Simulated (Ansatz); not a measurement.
**B2H4F2: up Jacob's ladder to CCSD(T)**

One table from this session's results is given with a row withheld; the runs are named, their logs left out.

Computed with Ansatz 0.2.0, Gaussian basis. Level: functionals in def2-TZVPP, the program's frozen cores in correlated methods.

The runs, in order: LDA (SPW92), PBE-D4, revPBE-D4, BLYP-D4, r2SCAN-D4, B97M-V, PBE0-D4, B3LYP-D4, r2SCANh-D4, r2SCAN0-D4, HSE06-D4, BHLYP-D4, CAM-B3LYP-D4, LC-ωPBE, ωB97X-V, ωB97M-V, B2PLYP, PBE-QIDH; CCSD(T)/def2-SVP; CCSD(T)/def2-TZVPP; MP2/def2-QZVPP; extrapolation to the limit; RPA on PBE.

## Structure used throughout

All runs share one geometry, relaxed beforehand with PBE0-D4 in a triple-zeta def2 set.

SMILES `[BH2-]1[F+][BH2-][F+]1`, 8 atoms, charge 0, spin multiplicity 1.

Atoms are counted from 1 here; the program's logs count them from 0.

Bond lengths: B1–F2 1.538 Å, B1–F4 1.538 Å, B1–H5 1.190 Å, B1–H6 1.190 Å, F2–B3 1.538 Å, B3–F4 1.538 Å, B3–H7 1.190 Å, B3–H8 1.190 Å. Angles: F2–B1–F4 88.1°, F2–B1–H5 110.0°, F2–B1–H6 110.0°, F4–B1–H5 110.0°, F4–B1–H6 110.0°, H5–B1–H6 123.1°, B1–F2–B3 91.9°, F2–B3–F4 88.1°, F2–B3–H7 110.0°, F2–B3–H8 110.0°, F4–B3–H7 110.0°, F4–B3–H8 110.0°, H7–B3–H8 123.1°, B1–F4–B3 91.9°.

Set-up of the first run:

Contents of in.yaml:

```yaml
crystal:
  periodic: [false, false, false]
  atoms:
    - {symbol: B, position_ang: [-0.487991, 0.947259, -0.293838]}
    - {symbol: F, position_ang: [0.637273, 0.536019, 0.670614]}
    - {symbol: B, position_ang: [0.488040, -0.947230, 0.293853]}
    - {symbol: F, position_ang: [-0.636813, -0.535919, -0.671088]}
    - {symbol: H, position_ang: [-0.035961, 1.557316, -1.210261]}
    - {symbol: H, position_ang: [-1.440156, 1.308423, 0.322021]}
    - {symbol: H, position_ang: [1.440207, -1.309063, -0.321607]}
    - {symbol: H, position_ang: [0.035411, -1.556794, 1.210316]}
basis:
  gaussian: {orbitals: def2-TZVPP}
hamiltonian: {xc: lda}
output: {orbitals: {seedname: orbitals}}
```

Steps of the session up to this table: LDA; PBE-D4 (GGA); revPBE-D4 (GGA); BLYP-D4 (GGA); r2SCAN-D4 (meta-GGA); B97M-V (meta-GGA); PBE0-D4 (hybrid); B3LYP-D4 (hybrid); r2SCANh-D4 (hybrid); r2SCAN0-D4 (hybrid); HSE06-D4 (hybrid); BHLYP-D4 (hybrid); CAM-B3LYP-D4 (range-separated); LC-ωPBE (range-separated); ωB97X-V (range-separated); ωB97M-V (range-separated); B2PLYP (double hybrid); PBE-QIDH (double hybrid).

One table of the session follows, with a row left open; its other results are not shown here.

It belongs to the step «Orbital energies across the functionals». 

```
  functional  HOMO (eV)  gap (eV)
 LDA (SPW92)      -7.62      6.24
      PBE-D4      -7.59      6.49
   revPBE-D4      -7.56      6.58
     BLYP-D4      -7.57      6.57
   r2SCAN-D4      -7.95      7.44
      B97M-V      -8.08      7.27
     PBE0-D4          ?         ?
    B3LYP-D4      -8.98      8.61
  r2SCANh-D4      -8.53      8.35
  r2SCAN0-D4      -9.40      9.69
    HSE06-D4      -8.74      8.28
    BHLYP-D4     -10.72     11.53
CAM-B3LYP-D4     -10.68     11.54
     LC-ωPBE     -12.01     14.14
     ωB97X-V     -11.68     13.68
     ωB97M-V     -11.54     13.13
```

**Question.** Estimate the row for PBE0-D4.

The run gave: HOMO (eV): -9.15; gap (eV): 9.07. In the column «HOMO (eV)» it lies between r2SCAN0-D4 (-9.40) and B3LYP-D4 (-8.98).
